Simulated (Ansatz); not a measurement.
# Ni: the cost of one run

Method: DFT PBE, PAW, plane waves, scalar-relativistic, in Ansatz 0.2.0.

### Step 1. The system as given

It takes space group Fm-3m (No. 225, cubic). The conventional cell has a = 3.552 Å, b = 3.552 Å, c = 3.552 Å, α = 90.00°, β = 90.00°, γ = 90.00°. Around Ni (site symmetry m-3m) lie 12 Ni at 2.51 Å.

As a file:

```xyz
2
Lattice="3.5516 1.7758 1.7758 1.7758 3.5516 1.7758 1.7758 1.7758 3.5516" Properties=species:S:1:pos:R:3 pbc="T T T"
Ni    0.0000    0.0000    0.0000
Ni    3.5516    3.5516    3.5516
```

Atoms are counted from 1 in the order of input.yaml (Ni2 and so on).

Known so far: 9 plain starts ended in 2 states. The lowest came from “spin on, no moments given (the program may seed its own), plain SCF”: ferromagnetic, site moments Ni1 0.65, Ni2 0.65 μB, total 1.23 μB per cell, no gap on the k-mesh, free energy -11679.4877 eV.

Runs to come: parallel moments, default search for lower states; opposed moments +-, default search for lower states; the moments typed in its input, symmetry off, plain SCF; the moments typed in its input, standard search for lower states; the moments typed in its input, symmetry off, default search.

A plain SCF has the search for lower states switched off and ends at the first converged state. The default search lets the program follow hints of a lower state (another filling of open shells, a soft direction), where it sees any. The standard and full searches may also try other magnetic orders and fillings, and need not reach the lowest state. With a search on, the program may also reshape the start on open shells. Ends within 0.2 meV/atom and 0.1 μB count as one state.

Moments by site are taken inside atomic spheres; the rest lies between them.

### Step 2. Parallel moments, default search for lower states

File input.yaml:

```yaml
crystal:
  lattice:
    - [3.5516, 1.7758, 1.7758]
    - [1.7758, 3.5516, 1.7758]
    - [1.7758, 1.7758, 3.5516]
  atoms:
    - { symbol: Ni, position: [0.0, 0.0, 0.0], spin: 2.0 }
    - { symbol: Ni, position: [0.5, 0.5, 0.5], spin: 2.0 }
magnetization:
  spin_polarized: true
hamiltonian:
  xc: pbe
  pseudopotentials: { kind: paw }
basis:
  ecutwfc: 420
kpoints:
  mp_grid: { grid: [11, 11, 11] }
scf:
  occupations: { method: fermi_dirac, width: 0.1 }
output:
  forces: true
  stress: true
```

**Question.** How long does this run take on 2 threads of an Arm CPU, shared host, and how much memory does it need?

About 7.8 s, with a peak of 0.41 GiB.
